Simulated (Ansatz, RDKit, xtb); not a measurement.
# Isomers of C3H8Si, a sample narrowed down, part 1 of 2

Which of a sample of isomers of C3H8Si is the most stable in the gas at 298.15 K, and what are its properties? The sample is small against all isomers, and the most stable one of this formula need not be in it.

The funnel: GFN2-xTB relaxations, single points with a density functional, relaxations at B3LYP-D3(BJ)/def2-SVP, harmonic vibrations, and a last energy at a higher level. All values are calculated.

## (1) Candidates

Isomers were taken from a list of plausible structures; this is a sample, not all of them. That gives 3 candidates.

| label | SMILES | spin |
| --- | --- | --- |
| c195 | C=C(C)[SiH3] | singlet |
| c765 | C/C=C\[SiH3] | singlet |
| c827 | C/C=C/[SiH3] | singlet |

Candidates are built by distance geometry, with a force field where one applies, in up to four conformers (letters a to d).

## (2) Search with GFN2-xTB

All 3 starts are relaxed the same way. One of them, c827a (taken from a list of positional isomers, embedded by distance geometry and MMFF94), in full:

The input, start.xyz:

```xyz
12
c827a
C     -2.526855    -1.556424    -0.851723
C     -1.286061    -0.673795    -0.845056
C     -1.144597     0.418162    -1.550547
Si     0.326318     1.517731    -1.628544
H     -3.250855    -1.138365    -1.504470
H     -2.238131    -2.552932    -1.179217
H     -2.889395    -1.656310     0.139224
H     -0.477389    -1.052332    -0.194738
H     -1.966073     0.802726    -2.178660
H      1.330164     1.043834    -0.716794
H      0.785594     1.672261    -2.986029
H     -0.057347     2.867904    -1.159165
```

Run with:

```console
$ xtb start.xyz --gfn 2 --opt
```

The program printed, shortened:

```text
* xtb version 6.7.1
[...]
          :  # basis functions                  30          :
[...]
          :  # electrons                        24          :
[...]
          :  Hamiltonian                  GFN2-xTB          :
[...]
          :  net charge                          0          :
          :  unpaired electrons                  0          :
[...]
   *** convergence criteria satisfied after 12 iterations ***
[...]
   *** GEOMETRY OPTIMIZATION CONVERGED AFTER 6 ITERATIONS ***
[...]
   *** convergence criteria satisfied after 3 iterations ***
[...]
         ::                     SUMMARY                     ::
         :::::::::::::::::::::::::::::::::::::::::::::::::::::
         :: total energy             -12.192335098286 Eh    ::
         :: gradient norm              0.000593111984 Eh/a0 ::
         :: HOMO-LUMO gap              4.671621900454 eV    ::
         ::.................................................::
         :: SCC energy               -12.387368649500 Eh    ::
         :: -> isotropic ES            0.012422039833 Eh    ::
         :: -> anisotropic ES          0.005316979304 Eh    ::
         :: -> anisotropic XC          0.009773877183 Eh    ::
         :: -> dispersion             -0.006320815990 Eh    ::
         :: repulsion energy           0.195033551213 Eh    ::
         :: add. restraining           0.000000000000 Eh    ::
         :: total charge              -0.000000000000 e     ::
         :::::::::::::::::::::::::::::::::::::::::::::::::::::
[...]
        12        2.0000           -0.3916482             -10.6573 (HOMO)
        13                         -0.2199693              -5.9857 (LUMO)
[...]
     #   Z          covCN         q      C6AA      α(0)
     1   6 C        3.755    -0.101    22.488     6.762
     2   6 C        2.900    -0.025    28.635     8.774
     3   6 C        2.787    -0.151    31.869     9.247
     4  14 Si       3.648     0.434    99.170    19.094
     5   1 H        0.925     0.039     2.468     2.457
     6   1 H        0.924     0.044     2.403     2.424
     7   1 H        0.925     0.043     2.404     2.425
     8   1 H        0.925     0.019     2.744     2.590
     9   1 H        0.925     0.020     2.741     2.589
    10   1 H        0.918    -0.110     5.911     3.803
    11   1 H        0.918    -0.106     5.775     3.759
    12   1 H        0.917    -0.106     5.780     3.760
[...]
     #   Z sym  total        # sym  WBO       # sym  WBO       # sym  WBO
 ---------------------------------------------------------------------------
     1   6 C    3.998 --     2 C    1.039     5 H    0.985     7 H    0.969
                             6 H    0.968
     2   6 C    3.991 --     3 C    1.936     1 C    1.039     8 H    0.970
     3   6 C    3.972 --     2 C    1.936     9 H    0.973     4 Si   0.929
     4  14 Si   3.674 --     3 C    0.929    10 H    0.898    11 H    0.896
                            12 H    0.895
     5   1 H    0.999 --     1 C    0.985
     6   1 H    0.998 --     1 C    0.968
     7   1 H    0.998 --     1 C    0.969
     8   1 H    1.000 --     2 C    0.970
     9   1 H    1.000 --     3 C    0.973
    10   1 H    0.988 --     4 Si   0.898
    11   1 H    0.988 --     4 Si   0.896
[...]
molecular dipole:
                 x           y           z       tot (Debye)
 q only:       -0.046      -0.078       0.029
   full:       -0.221      -0.252       0.063       0.867
molecular quadrupole (traceless):
[...]
          | TOTAL ENERGY              -12.192335098286 Eh   |
          | GRADIENT NORM               0.000593111984 Eh/α |
          | HOMO-LUMO GAP               4.671621900454 eV   |
           -------------------------------------------------
[...]
```

It took 0.041 s on 2 threads of Intel Xeon 6975P-C (Granite Rapids), shared host.

## (3) Distinct minima at GFN2-xTB

3 of the 3 relaxations converged. 3 distinct structures remain:

| label | start | SMILES after | spin | energy (kcal/mol) |
| --- | --- | --- | --- | --- |
| c827a | drawn | C/C=C/[SiH3] | singlet | 0.0 |
| c765a | drawn | C/C=C\[SiH3] | singlet | 0.5 |
| c195a | drawn | C=C(C)[SiH3] | singlet | 0.9 |

## (4) Screening with a density functional

A choice of the minima (the low ones first, few conformers of a pattern, up to a cap) and the lowest that fell apart get a single point at r2SCAN-D4/def2-SVP on the tight-binding geometry, and one at HF/STO-3G for comparison. The lowest singlets are also tried as triplets at the same geometry (label ending in t). The first, c827a:

The input, input.yaml:

```yaml
crystal:
  periodic: [false, false, false]
  atoms:
    - {symbol: C, position_ang: [-2.499125, -1.557392, -0.848304]}
    - {symbol: C, position_ang: [-1.297452, -0.673018, -0.865507]}
    - {symbol: C, position_ang: [-1.178920, 0.443598, -1.572308]}
    - {symbol: Si, position_ang: [0.329535, 1.557150, -1.598728]}
    - {symbol: H, position_ang: [-3.283837, -1.165406, -1.491621]}
    - {symbol: H, position_ang: [-2.233649, -2.559523, -1.185886]}
    - {symbol: H, position_ang: [-2.887179, -1.646405, 0.166581]}
    - {symbol: H, position_ang: [-0.477120, -1.004699, -0.240034]}
    - {symbol: H, position_ang: [-2.022501, 0.740101, -2.187379]}
    - {symbol: H, position_ang: [1.366237, 1.009107, -0.722978]}
    - {symbol: H, position_ang: [0.838565, 1.651361, -2.970619]}
    - {symbol: H, position_ang: [-0.049180, 2.897587, -1.138937]}
basis:
  gaussian:
    orbitals: def2-SVP
hamiltonian:
  xc: r2scan
  dispersion: d4
scf:
  lower_state_search: "off"
output:
  orbitals: {seedname: orbitals}
```

Run with:

```console
$ ansatz run input.yaml --threads 2 --pin off --max-ram 5220MiB --events-out events.jsonl --progress --plain --runs-dir runs
```

The program printed, shortened:

```text
Warning: RAYON_NUM_THREADS=2 ignored (pool sized by the plan → 2); use --threads N
Functional definition: r2SCAN
  name "r2SCAN"
[...]
1134 factors; their error is unknown
[...]
mean field -11110.68965728 eV, -408.3103138091 hartree, gradient 6.3e-6 eV, S^2 0.000000; 0 other end points of the search recorded, 0 dependent functions left out
reference -11110.68966819 eV, -408.3103142099 hartree; 20, 20 occupied and 80, 80 virtual orbitals, 1134 factors
Total energy: -11110.74389878 eV, -408.3123071473 hartree
Checks for a lower state left out: stability, starts, cluster_reference, orbital_swaps, neighbouring_geometries, increment
```

Wall time 0.72 s (2 threads of Intel Xeon 6975P-C (Granite Rapids), shared host).

Relative energies in kcal/mol, each column from its lowest structure that stays in one piece:

| label | SMILES | spin | GFN2-xTB | HF/STO-3G | r2SCAN-D4/def2-SVP |
| --- | --- | --- | --- | --- | --- |
| c827a | C/C=C/[SiH3] | singlet | 0.0 | 0.0 | 0.0 |
| c765a | C/C=C\[SiH3] | singlet | 0.5 | 1.6 | 1.2 |
| c195a | C=C(C)[SiH3] | singlet | 0.9 | 1.9 | 1.8 |
| c827at | C/C=C/[SiH3] | triplet | – | – | 95.4 |
| c195at | C=C(C)[SiH3] | triplet | – | – | 96.3 |

## (5) Relaxing the best candidates

3 candidates are relaxed at B3LYP-D3(BJ)/def2-SVP (chosen among the lowest in one piece). The first, c827a:

input.yaml: that of step 4 with these lines changed.

```diff
@@ -1 +1,4 @@
+basis:
+  gaussian:
+    orbitals: def2-SVP
 crystal:
@@ -15,11 +18,8 @@
     - {symbol: H, position_ang: [-0.049180, 2.897587, -1.138937]}
-basis:
-  gaussian:
-    orbitals: def2-SVP
 hamiltonian:
-  xc: r2scan
-  dispersion: d4
+  xc: {name: B3LYP}
+  dispersion: d3bj
 scf:
-  lower_state_search: "off"
-output:
-  orbitals: {seedname: orbitals}
+  lower_state_search: off
+relax:
+  f_tol: 0.003
```

Run with:

```console
$ ansatz run input.yaml --threads 2 --pin off --max-ram 5220MiB --events-out events.jsonl --progress --plain --runs-dir runs
```

The program printed, shortened:

```text
Warning: RAYON_NUM_THREADS=2 ignored (pool sized by the plan → 2); use --threads N
[...]
Functional definition: B3LYP
  name "B3LYP"
[...]
1107 factors; integrals over basis functions are off by at most 5.5e-4 eV
[...]
mean field -11114.35045617 eV, -408.4448456868 hartree, gradient 6.7e-6 eV, S^2 0.000000; 0 other end points of the search recorded, 0 dependent functions left out
[...]
reference -11114.35072167 eV, -408.4448554439 hartree; 20, 20 occupied and 80, 80 virtual orbitals, 1107 factors
relax step   1: F+E_penalty+E_count = -11114.75036349 eV  Δ(F+E_penalty+E_count) = +0.000e0 eV  max|allowed force component| = 7.348e-1 eV/Å  Δτ_max = 0.0000 Å  (13 SCF iters, accepted)
[...]
relax step   6: F+E_penalty+E_count = -11114.80853185 eV  Δ(F+E_penalty+E_count) = -3.109e-4 eV  max|allowed force component| = 8.775e-3 eV/Å  Δτ_max = 0.0114 Å  (13 SCF iters, accepted)
[...]
Atom 3 at     0.318390     1.555562    -1.602419 Å, force    -0.000783    -0.001349     0.000630 eV/Å
Atom 4 at    -3.313057    -1.204465    -1.483839 Å, force     0.001505    -0.000788     0.001332 eV/Å
Atom 5 at    -2.228629    -2.590172    -1.166043 Å, force    -0.000204     0.000448     0.000732 eV/Å
Atom 6 at    -2.886134    -1.667349     0.189712 Å, force     0.000233    -0.000378    -0.000651 eV/Å
Atom 7 at    -0.458156    -0.977221    -0.253324 Å, force     0.000894     0.000593    -0.000347 eV/Å
Atom 8 at    -2.059454     0.761405    -2.215225 Å, force    -0.000871     0.000190    -0.000551 eV/Å
Atom 9 at     1.350173     0.964401    -0.699941 Å, force    -0.000066    -0.000160     0.000220 eV/Å
Atom 10 at     0.890739     1.680716    -2.977538 Å, force    -0.000188     0.000098    -0.000061 eV/Å
Atom 11 at    -0.003941     2.937126    -1.131700 Å, force    -0.000050     0.000144    -0.000177 eV/Å
Dipole moment:    -0.173112    -0.203107     0.054334 e Å
Checks for a lower state left out: stability, starts, cluster_reference, orbital_swaps, neighbouring_geometries, increment
```

It took 6.6 s on 2 threads of Intel Xeon 6975P-C (Granite Rapids), shared host.

Energy change by step (eV): 0.0000, -0.0526, -0.0575, -0.0575, -0.0579, -0.0582, -0.0582.

After the run. Bond lengths: C1–C2 1.499 Å, C2–C3 1.343 Å, C3–Si4 1.868 Å, C1–H5 1.101 Å, C1–H6 1.104 Å, C1–H7 1.104 Å, C2–H8 1.099 Å, C3–H9 1.100 Å, Si4–H10 1.493 Å, Si4–H11 1.495 Å, Si4–H12 1.495 Å. Some angles: C1–C2–C3 125.9°, C2–C3–Si4 123.8°, C1–C2–H8 115.3°, C3–C2–H8 118.9°, C2–C1–H5 111.9°, C2–C1–H6 110.9°, C2–C1–H7 110.9°, C2–C3–H9 117.6°, Si4–C3–H9 118.5°, C3–Si4–H10 109.2°.

## (6) Ranking at B3LYP-D3(BJ)/def2-SVP

| label | spin | r2SCAN-D4/def2-SVP (kcal/mol) | B3LYP-D3(BJ)/def2-SVP, relaxed (kcal/mol) | time |
| --- | --- | --- | --- | --- |
| c827a | singlet | 0.0 | 0.0 | 6.6 s |
| c765a | singlet | 1.2 | 1.3 | 6.9 s |
| c195a | singlet | 1.8 | 1.4 | 11 s |

c827a: Bond lengths: C1–C2 1.499 Å, C2–C3 1.343 Å, C3–Si4 1.868 Å, C1–H5 1.101 Å, C1–H6 1.104 Å, C1–H7 1.104 Å, C2–H8 1.099 Å, C3–H9 1.100 Å, Si4–H10 1.493 Å, Si4–H11 1.495 Å, Si4–H12 1.495 Å. Some angles: C1–C2–C3 125.9°, C2–C3–Si4 123.8°, C1–C2–H8 115.3°, C3–C2–H8 118.9°, C2–C1–H5 111.9°, C2–C1–H6 110.9°, C2–C1–H7 110.9°, C2–C3–H9 117.6°, Si4–C3–H9 118.5°, C3–Si4–H10 109.2°.

c765a: Bond lengths: C1–C2 1.499 Å, C2–C3 1.344 Å, C3–Si4 1.878 Å, C1–H5 1.101 Å, C1–H6 1.104 Å, C1–H7 1.104 Å, C2–H8 1.099 Å, C3–H9 1.097 Å, Si4–H10 1.492 Å, Si4–H11 1.495 Å, Si4–H12 1.495 Å. Some angles: C1–C2–C3 126.4°, C2–C3–Si4 125.9°, C1–C2–H8 114.9°, C3–C2–H8 118.6°, C2–C1–H5 112.7°, C2–C1–H6 110.8°, C2–C1–H7 110.8°, C2–C3–H9 117.1°, Si4–C3–H9 117.0°, C3–Si4–H10 108.9°.

c195a: Bond lengths: C1–C2 1.343 Å, C2–C3 1.510 Å, C2–Si4 1.883 Å, C1–H5 1.094 Å, C1–H6 1.098 Å, C3–H7 1.104 Å, C3–H8 1.102 Å, C3–H9 1.104 Å, Si4–H10 1.495 Å, Si4–H11 1.495 Å, Si4–H12 1.491 Å. Some angles: C1–C2–C3 122.1°, C1–C2–Si4 119.9°, C3–C2–Si4 118.0°, C2–C1–H5 122.2°, C2–C1–H6 121.5°, C2–C3–H7 111.2°, C2–C3–H8 111.8°, C2–C3–H9 111.2°, C2–Si4–H10 110.4°, C2–Si4–H11 110.4°.

(Continued in part 2 of 2.)
